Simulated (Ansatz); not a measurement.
# Cl4H4N2Si2: vertical ionisation energy

One table from this session's results is given with a row withheld; the runs are named, their logs left out.

Computed with Ansatz 0.2.0, Gaussian basis. Level: unrestricted cation, the program's frozen cores in correlated methods.

Levels to be run: UKS PBE-D4/def2-TZVPP; UKS r2SCAN-D4/def2-TZVPP; UKS PBE0-D4/def2-TZVPP; UKS B3LYP-D4/def2-TZVPP; UKS wB97X-V/def2-TZVPP; UKS wB97M-V/def2-TZVPP; UKS B2PLYP/def2-TZVPP; then −ε(HOMO) from the neutral's earlier runs with LDA (SPW92), PBE-D4, revPBE-D4, BLYP-D4, r2SCAN-D4, B97M-V, PBE0-D4, B3LYP-D4, r2SCANh-D4, r2SCAN0-D4, HSE06-D4, BHLYP-D4, CAM-B3LYP-D4, LC-ωPBE, ωB97X-V, ωB97M-V.

**Structure used throughout**

All runs share one geometry, relaxed beforehand with PBE0-D4 in a triple-zeta def2 set.

12 atoms, charge 0, spin multiplicity 1.

Atoms are counted from 1 here; the program's logs count them from 0.

Bond lengths: N1–Si2 1.693 Å, N1–H9 1.006 Å, N1–H10 1.006 Å, Si2–Cl3 2.043 Å, Si2–Cl4 2.060 Å, Si2–Si5 2.331 Å, Si5–N6 1.699 Å, Si5–Cl7 2.059 Å, Si5–Cl8 2.051 Å, N6–H11 1.008 Å, N6–H12 1.009 Å. Angles: Si2–N1–H9 121.7°, Si2–N1–H10 120.9°, H9–N1–H10 113.1°, N1–Si2–Cl3 106.8°, N1–Si2–Cl4 108.4°, N1–Si2–Si5 117.0°, Cl3–Si2–Cl4 111.2°, Cl3–Si2–Si5 109.6°, Cl4–Si2–Si5 103.9°, Si2–Si5–N6 108.4°, Si2–Si5–Cl7 109.3°, Si2–Si5–Cl8 110.6°, N6–Si5–Cl7 114.8°, N6–Si5–Cl8 106.4°, Cl7–Si5–Cl8 107.2°, Si5–N6–H11 120.4°, Si5–N6–H12 119.1°, H11–N6–H12 111.9°.

The first run:

The input, in.yaml:

```yaml
crystal:
  periodic: [false, false, false]
  atoms:
    - {symbol: N, position_ang: [-0.421439, -1.845304, 1.233384]}
    - {symbol: Si, position_ang: [-0.627197, -0.172038, 1.083505]}
    - {symbol: Cl, position_ang: [-2.573671, 0.228761, 1.555784]}
    - {symbol: Cl, position_ang: [0.663805, 0.760129, 2.390338]}
    - {symbol: Si, position_ang: [-0.113411, 0.777611, -0.981886]}
    - {symbol: N, position_ang: [1.569561, 0.708978, -1.201324]}
    - {symbol: Cl, position_ang: [-0.920719, 2.669138, -1.081067]}
    - {symbol: Cl, position_ang: [-0.942979, -0.315491, -2.506511]}
    - {symbol: H, position_ang: [0.484725, -2.275692, 1.152811]}
    - {symbol: H, position_ang: [-1.178458, -2.478481, 1.036773]}
    - {symbol: H, position_ang: [1.965401, 0.741491, -2.127988]}
    - {symbol: H, position_ang: [2.171381, 1.145698, -0.519820]}
basis:
  gaussian: {orbitals: def2-TZVPP}
total_charge: 1
magnetization: {spin_polarized: true, initial_magnetization: 1}
hamiltonian: {xc: pbe, dispersion: d4}
```

Steps of the session up to this table: Cation, UKS PBE-D4/def2-TZVPP; Cation, UKS r2SCAN-D4/def2-TZVPP; Cation, UKS PBE0-D4/def2-TZVPP; Cation, UKS B3LYP-D4/def2-TZVPP; Cation, UKS wB97X-V/def2-TZVPP; Cation, UKS wB97M-V/def2-TZVPP; Cation, UKS B2PLYP (frozen core)/def2-TZVPP.

One table of the session follows, with a row left open; its other results are not shown here.

It belongs to the step «Ionisation energies side by side». For comparison, −ε(HOMO) of the neutral from earlier runs:

| functional | −ε(HOMO) (eV) |
| --- | --- |
| LDA (SPW92) | 6.55 |
| PBE-D4 | 6.39 |
| revPBE-D4 | 6.33 |
| BLYP-D4 | 6.27 |
| r2SCAN-D4 | 6.70 |
| B97M-V | 6.77 |
| PBE0-D4 | 7.68 |
| B3LYP-D4 | 7.48 |
| r2SCANh-D4 | 7.17 |
| r2SCAN0-D4 | 7.88 |
| HSE06-D4 | 7.29 |
| BHLYP-D4 | 8.88 |
| CAM-B3LYP-D4 | ? |
| LC-ωPBE | 10.30 |
| ωB97X-V | 9.98 |
| ωB97M-V | 9.77 |

**Question.** Estimate the row for CAM-B3LYP-D4.

As computed: −ε(HOMO) (eV): 9.02. In the column «−ε(HOMO) (eV)» it lies between BHLYP-D4 (8.88) and ωB97M-V (9.77).

Caveats from the session: The cation may have settled in a state other than its lowest; no search over hole states beyond the program's own was made.
